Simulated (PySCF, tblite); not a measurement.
# C9H10BN: geometry, infrared bands and NMR shifts

Aim: predict the infrared bands and NMR shifts of C9H10BN (`CB(C)c1ccc(C#N)cc1`).

Programs: tblite 0.8.0 and PySCF 2.14.0, with density-fitted response routines of our own. Each step states its level of theory. These are calculated values for one molecule in the gas phase, unless marked as measured. Atoms are numbered from 0 throughout.

### 1 Starting geometry

21 atoms, charge 0, multiplicity 1; geometry from: force field or distance geometry start.

Bonds of the start (Å): C0–B1 1.58, B1–C2 1.58, B1–C3 1.56, C3–C4 1.38, C4–C5 1.39, C5–C6 1.39, C6–C7 1.46, C7–N8 1.16, C6–C9 1.41, C9–C10 1.39, C10–C3 1.39, C0–H11 1.12, C0–H12 1.12, C0–H13 1.11, C2–H14 1.13, C2–H15 1.11, C2–H16 1.11, C4–H17 1.09, C5–H18 1.07, C9–H19 1.11, C10–H20 1.09.

### 2 Relaxing the molecule with GFN2-xTB

Job settings and geometry (Å):

```
{"job": {"kind": "relax", "xc": "GFN2-xTB", "basis": "xTB"}, "charge": 0, "multiplicity": 1}
C     -2.513300    -1.231900    -0.097100
B     -1.678800     0.113000    -0.148300
C     -2.317200     1.481200     0.303900
C     -0.121500     0.021200    -0.058500
C      0.647000    -0.274200    -1.161800
C      2.032500    -0.359000    -1.097900
C      2.649300    -0.145900     0.133900
C      4.103600    -0.225300     0.260500
N      5.259600    -0.285500     0.338200
C      1.873100     0.138400     1.271800
C      0.489000     0.219700     1.174000
H     -2.121300    -1.991400    -0.823900
H     -2.447400    -1.692300     0.926200
H     -3.576900    -1.047400    -0.352100
H     -1.520800     2.181400     0.681700
H     -2.797100     2.030300    -0.534300
H     -3.021100     1.351400     1.156200
H      0.191700    -0.444100    -2.136700
H      2.594100    -0.579900    -1.984200
H      2.370300     0.305900     2.246400
H     -0.103900     0.451300     2.055900
```

Launch:

```bash
> OMP_NUM_THREADS=1 python probes_run.py task.json out
```

One launch serves the whole session: the jobs run in the order shown.

The log of the run:

```text
step      E/eV     max force
  0    -774.03617    1.835
  1    -774.17512    3.060
  2    -774.16643    4.113
  3    -774.28467    0.508
  4    -774.30310    0.377
  5    -774.32038    0.377
  6    -774.32595    0.182
  7    -774.33091    0.164
  8    -774.33563    0.254
  9    -774.34032    0.214
 10    -774.34367    0.129
 11    -774.34641    0.129
 12    -774.34909    0.179
 13    -774.35173    0.171
 14    -774.35397    0.096
 15    -774.35581    0.106
 16    -774.35765    0.108
 17    -774.35972    0.135
 18    -774.36175    0.116
 19    -774.36356    0.103
 20    -774.36520    0.094
 21    -774.36674    0.130
 22    -774.36812    0.101
 23    -774.36943    0.085
 24    -774.37093    0.100
 25    -774.37279    0.165
 26    -774.37476    0.182
 27    -774.37634    0.117
 28    -774.37746    0.068
 29    -774.37833    0.081
 30    -774.37911    0.085
 31    -774.37987    0.075
 32    -774.38064    0.080
 33    -774.38140    0.071
 34    -774.38202    0.061
 35    -774.38246    0.059
 36    -774.38285    0.053
 37    -774.38331    0.047
 38    -774.38378    0.050
 39    -774.38415    0.048
 40    -774.38443    0.049
 41    -774.38475    0.049
 42    -774.38520    0.072
 43    -774.38576    0.074
 44    -774.38634    0.052
 45    -774.38683    0.047
 46    -774.38722    0.044
 47    -774.38753    0.045
 48    -774.38775    0.029
 49    -774.38791    0.024
 50    -774.38804    0.027
 51    -774.38816    0.025
 52    -774.38824    0.017
 53    -774.38829    0.018
 54    -774.38835    0.024
 55    -774.38843    0.032
 56    -774.38854    0.031
 57    -774.38863    0.024
 58    -774.38872    0.024
 59    -774.38885    0.040
 60    -774.38903    0.053
 61    -774.38925    0.048
 62    -774.38942    0.032
 63    -774.38953    0.026
 64    -774.38964    0.043
 65    -774.38978    0.051
 66    -774.38998    0.041
 67    -774.39021    0.041
 68    -774.39049    0.046
 69    -774.39088    0.077
 70    -774.39144    0.104
 71    -774.39201    0.090
 72    -774.39246    0.049
 73    -774.39281    0.046
 74    -774.39323    0.086
 75    -774.39383    0.101
 76    -774.39482    0.079
 77    -774.39539    0.059
 78    -774.39582    0.045
 79    -774.39621    0.054
 80    -774.39667    0.095
 81    -774.39704    0.056
 82    -774.39752    0.045
 83    -774.39793    0.039
 84    -774.39823    0.043
 85    -774.39861    0.042
 86    -774.39886    0.037
 87    -774.39909    0.036
 88    -774.39930    0.034
 89    -774.39953    0.038
 90    -774.39976    0.039
 91    -774.40001    0.034
 92    -774.40026    0.039
 93    -774.40045    0.036
 94    -774.40057    0.020
 95    -774.40064    0.012
 96    -774.40067    0.013
 97    -774.40069    0.012
 98    -774.40072    0.009
```

It took 0.69 s on 1 thread of Intel Xeon 6975P-C, shared host; peak memory 0.18 GiB.

Relaxation path: (not every step is listed) (the energy doesn't fall at every step)

```csv
step,energy from step 0 (eV),largest force (eV/Å)
0,0.0000,1.8354
1,-0.1390,3.0599
2,-0.1303,4.1129
3,-0.2485,0.5079
4,-0.2669,0.3771
5,-0.2842,0.3775
6,-0.2898,0.1818
7,-0.2947,0.1639
8,-0.2995,0.2543
16,-0.3215,0.1082
24,-0.3348,0.1003
32,-0.3445,0.0802
40,-0.3483,0.0490
48,-0.3516,0.0292
56,-0.3524,0.0306
64,-0.3535,0.0426
72,-0.3563,0.0487
80,-0.3605,0.0951
88,-0.3631,0.0345
93,-0.3643,0.0357
94,-0.3644,0.0204
95,-0.3645,0.0122
96,-0.3645,0.0130
97,-0.3645,0.0117
98,-0.3646,0.0094
```

Close pairs (by a distance rule), those that changed most:

| bond | before (Å) | after (Å) | change (Å) |
| --- | --- | --- | --- |
| C6–C7 | 1.462 | 1.412 | -0.049 |
| C2–H14 | 1.126 | 1.088 | -0.038 |
| C0–H11 | 1.122 | 1.088 | -0.034 |
| C0–H12 | 1.124 | 1.091 | -0.033 |
| C9–H19 | 1.107 | 1.081 | -0.026 |
| C2–H16 | 1.113 | 1.088 | -0.025 |
| C3–C4 | 1.377 | 1.399 | +0.022 |
| C0–H13 | 1.109 | 1.087 | -0.022 |

The next job starts from the end point, and lists it.

### 3 Harmonic vibrations with GFN2-xTB

Job settings and geometry (Å):

```
{"job": {"kind": "ir", "xc": "GFN2-xTB", "basis": "xTB"}, "charge": 0, "multiplicity": 1}
C     -2.500510    -1.167204    -0.323903
B     -1.670712     0.107183     0.083946
C     -2.396610     1.444218     0.488694
C     -0.105774     0.027530     0.090906
C      0.608440    -0.445602    -1.014884
C      1.984972    -0.531962    -1.009444
C      2.695382    -0.158030     0.131733
C      4.104382    -0.254571     0.153059
N      5.248574    -0.332329     0.169415
C      2.007933     0.312185     1.251222
C      0.632333     0.409994     1.216136
H     -2.028081    -1.754479    -1.108375
H     -2.566275    -1.827786     0.541910
H     -3.521253    -0.946841    -0.626341
H     -1.812475     2.084542     1.145599
H     -2.577871     2.022667    -0.418780
H     -3.371771     1.281325     0.942360
H      0.069354    -0.736102    -1.905060
H      2.519576    -0.894095    -1.875755
H      2.561703     0.602400     2.132635
H      0.109761     0.773901     2.089158
```

The log of the run:

```text
mode    cm-1     km/mol
  1      34.0      0.60
  2      47.8      0.62
  3      59.9      2.08
  4      88.5      2.62
  5     106.3      3.26
  6     148.8      3.52
  7     173.6      4.09
  8     236.8      0.00
  9     289.0      3.61
 10     353.3      1.52
 11     391.3      0.08
 12     400.3      1.93
 13     444.7      0.49
 14     535.7      3.08
 15     548.3     12.28
 16     591.0      0.31
 17     611.3      1.06
 18     682.1      1.39
 19     699.9      0.22
 20     782.1      2.97
 21     801.5     32.18
 22     850.4      0.59
 23     855.6    116.80
 24     871.0      2.10
 25     871.8     21.19
 26     918.3      0.07
 27     928.4      1.07
 28     999.2     15.33
 29    1066.4     59.50
 30    1129.8     45.64
 31    1152.8     98.75
 32    1192.7      3.68
 33    1220.2    134.79
 34    1253.2     21.38
 35    1270.6      0.20
 36    1300.6      0.25
 37    1380.1     32.17
 38    1385.2     23.45
 39    1386.8     16.21
 40    1471.6     28.38
 41    1480.9      1.64
 42    1481.2      1.71
 43    1485.7      3.64
 44    1489.6      3.13
 45    1536.4      0.97
 46    1587.4      3.71
 47    2373.6    281.46
 48    2990.7      4.96
 49    2994.4     29.40
 50    3029.5     14.33
 51    3031.8     35.01
 52    3034.9     20.43
 53    3039.2     57.39
 54    3073.1      8.24
 55    3074.5     19.75
 56    3085.3     57.33
 57    3086.8     26.09
```

Run time: 0.78 s. Hardware: 1 thread of Intel Xeon 6975P-C, shared host; peak memory 0.18 GiB.

The strongest bands and the atoms that carry them (share of the mass-weighted mode):

| cm⁻¹ | km/mol | atoms |
| --- | --- | --- |
| 856 | 116.8 | B1 25 %, H15 15 %, H12 13 %, H11 12 % |
| 1066 | 59.5 | B1 19 %, C3 10 % |
| 1130 | 45.6 | B1 21 %, H19 16 %, H18 15 %, H17 10 % |
| 1153 | 98.8 | B1 47 % |
| 1220 | 134.8 | B1 23 %, C3 18 %, H20 16 %, H17 16 % |
| 2374 | 281.5 | C7 60 %, N8 39 % |
| 3039 | 57.4 | H13 85 % |
| 3085 | 57.3 | H19 60 %, H20 29 % |

### 4 Shielding tensors: PBE0/pcSseg-1

Same as in step 3 but for these lines:

```diff
@@ -1,2 +1,2 @@
-{"job": {"kind": "ir", "xc": "GFN2-xTB", "basis": "xTB"}, "charge": 0, "multiplicity": 1}
+{"job": {"kind": "nmr", "xc": "PBE0", "basis": "pcSseg-1"}, "charge": 0, "multiplicity": 1}
 C     -2.500510    -1.167204    -0.323903
```

Level: GIAO PBE0/pcSseg-1 NMR shielding, non-relativistic, gas phase.

The log of the run:

```text
coarse grid: 18128 points
cycle   1  E = -427.8554361969  dE =  1.702e+00  |g| = 5.926e-01  |ddm| = 4.488e+00
cycle   2  E = -427.7194147430  dE =  1.360e-01  |g| = 9.918e-01  |ddm| = 1.516e+00
cycle   3  E = -427.9325173565  dE = -2.131e-01  |g| = 2.540e-01  |ddm| = 1.012e+00
cycle   4  E = -427.9472368988  dE = -1.472e-02  |g| = 4.116e-02  |ddm| = 2.295e-01
cycle   5  E = -427.9475792442  dE = -3.423e-04  |g| = 1.420e-02  |ddm| = 5.804e-02
cycle   6  E = -427.9476310197  dE = -5.178e-05  |g| = 4.996e-03  |ddm| = 2.052e-02
cycle   7  E = -427.9476373912  dE = -6.372e-06  |g| = 1.238e-03  |ddm| = 5.799e-03
final grid: 176792 points
cycle   8  E = -428.0080259157  dE = -5.283e-05  |g| = 8.782e-03  |ddm| = 5.424e-02
cycle   9  E = -428.0080238503  dE =  2.065e-06  |g| = 9.449e-03  |ddm| = 1.772e-02
cycle  10  E = -428.0080453549  dE = -2.150e-05  |g| = 1.385e-03  |ddm| = 8.692e-03
cycle  11  E = -428.0080457408  dE = -3.859e-07  |g| = 5.254e-04  |ddm| = 1.427e-03
cycle  12  E = -428.0080457957  dE = -5.494e-08  |g| = 1.634e-04  |ddm| = 5.477e-04
cycle  13  E = -428.0080458008  dE = -5.108e-09  |g| = 7.025e-05  |ddm| = 2.086e-04
cycle  14  E = -428.0080458022  dE = -1.350e-09  |g| = 1.306e-05  |ddm| = 8.283e-05
cycle  15  E = -428.0080458022  dE = -4.161e-11  |g| = 3.859e-06  |ddm| = 1.655e-05
converged SCF energy = -428.0080458022

GIAO shielding tensors (ppm)
atom      isotropic    diamagn.    paramagn.     s11        s22        s33       span
  0 C      169.861     252.998     -83.137    149.770    172.491    187.321     37.551
  1 B       15.388     188.568    -173.180    -52.782    -17.782    116.729    169.511
  2 C      169.742     252.960     -83.218    150.457    170.976    187.793     37.336
  3 C       27.415     256.771    -229.356    -54.632    -46.625    183.501    238.133
  4 C       51.503     254.207    -202.704    -58.912     33.985    179.438    238.350
  5 C       48.574     250.492    -201.918    -60.265     31.941    174.047    234.313
  6 C       68.755     258.936    -190.181    -36.298     69.405    173.159    209.458
  7 C       62.152     256.297    -194.145    -61.300    -45.203    292.960    354.260
  8 N      -49.831     340.030    -389.860   -200.935   -182.504    233.948    434.883
  9 C       48.497     250.076    -201.579    -60.376     31.757    174.110    234.486
 10 C       51.732     253.992    -202.260    -58.706     33.849    180.054    238.760
 11 H       30.430      32.016      -1.585     25.590     30.338     35.364      9.774
 12 H       30.840      29.992       0.849     27.433     28.810     36.278      8.845
 13 H       30.271      29.242       1.029     26.355     29.278     35.180      8.825
 14 H       30.373      32.066      -1.693     25.690     30.276     35.152      9.461
 15 H       30.763      29.724       1.039     27.611     28.320     36.359      8.748
 16 H       30.211      29.072       1.139     26.342     29.136     35.157      8.815
 17 H       24.017      33.669      -9.652     20.376     22.978     28.697      8.321
 18 H       23.758      30.959      -7.201     20.175     23.283     27.815      7.640
 19 H       23.749      30.633      -6.883     20.171     23.274     27.802      7.630
 20 H       24.006      33.342      -9.337     20.302     22.960     28.755      8.454
```

Run time: 40 s. Hardware: 1 thread of Intel Xeon 6975P-C, shared host; peak memory 1.1 GiB.

Shifts follow as δ = σ(reference) − σ, with reference shieldings (ppm) from runs at the same level and on the same kind of geometry: 1H TMS 31.72, 13C TMS 186.9, 15N NH3 267.7, 11B BF3·OEt2 100.1. The references are single molecules in the gas phase, so shifts against H2O, NH3, PH3, H3PO4 or CFCl3 are not on the usual liquid scales and can be off by tens of ppm. Atoms listed in one row are averaged.

```
                       atoms                              environment  σ (ppm)  δ (ppm)  δ scaled to CDCl3
                          C3              substituted aromatic carbon     27.4    159.5              153.8
                      C5, C9                              aromatic CH     48.5    138.4              133.2
                     C4, C10                              aromatic CH     51.6    135.3              130.1
                          C7                           nitrile carbon     62.2    124.8              119.9
                          C6              substituted aromatic carbon     68.8    118.2              113.4
                      C0, C2                methyl carbon bonded to B    169.8     17.1               14.8
                    H18, H19               hydrogen on an aromatic CH    23.75     7.96               7.61
                    H17, H20               hydrogen on an aromatic CH    24.01     7.71               7.37
H11, H12, H13, H14, H15, H16  hydrogen on a methyl carbon bonded to B    30.48     1.24               1.27
                          B1                      boron bonded to 3 C     15.4     84.7                  –
                          N8                         nitrile nitrogen    -49.8    317.6                  –
```

The scaled column applies a straight-line fit of computed shieldings to shifts measured in CDCl3 (root-mean-square error 0.16 ppm for H, 1.9 ppm for C).

Charges from the same density, by scheme (e):

```csv
atoms,Mulliken,IAO,Hirshfeld,ESP fit
"C0, C2",-0.51,-0.57,-0.19,-0.69
B1,0.57,0.33,0.21,0.68
C3,-0.27,-0.11,-0.05,-0.13
"C4, C10",-0.10,-0.13,-0.04,-0.15
"C5, C9",0.07,-0.13,-0.03,-0.16
C6,-0.27,-0.05,0.01,0.03
C7,0.15,0.14,0.08,0.34
N8,-0.24,-0.24,-0.22,-0.45
```

Mayer bond orders: C0–B1 1.05, B1–C2 1.06, B1–C3 0.88, C3–C4 1.42, C4–C5 1.46, C5–C6 1.35, C6–C7 1.04, C7–N8 3.03, C6–C9 1.35, C9–C10 1.46, C10–C3 1.42.

Ring of atoms C3, C4, C5, C6, C9, C10: NICS(0) -8.3, NICS(1) -11.1, NICS(1)zz -27.5 ppm (means of both faces).

### 5 Outcome

| quantity | value |
| --- | --- |
| strongest single infrared mode (GFN2-xTB) | 2374 cm⁻¹, 281 km/mol |
| zero-point energy (GFN2-xTB) | 102.1 kcal/mol |
| 13C shifts against TMS (PBE0/pcSseg-1, means over atoms taken as alike) | 159.5, 138.4, 135.3, 124.8, 118.2, 17.1 ppm |
| 1H shifts against TMS (PBE0/pcSseg-1, means over atoms taken as alike) | 7.96, 7.71, 1.24 ppm |
| 11B shifts against BF3·OEt2 (PBE0/pcSseg-1) | 84.7 ppm |
| 15N shifts against NH3 (PBE0/pcSseg-1) | 317.6 ppm |

In words: Relaxing lowered the energy by 0.365 eV in 98 steps; the close pair that moved most is C6–C7, from 1.462 to 1.412 Å. All 57 modes are real, so the xTB geometry is a minimum. The strongest single mode, at 2374 cm⁻¹, moves mainly C7 and N8. Unscaled tight-binding wavenumbers are off by several per cent, some by more. Its intensities can rank the bands wrongly. At PBE0/pcSseg-1: Shielding is most anisotropic at N8 (span 435 ppm, paramagnetic term -390 ppm). NICS(1)zz of -27 ppm above the planar ring from C3 marks a diatropic (aromatic) ring current.
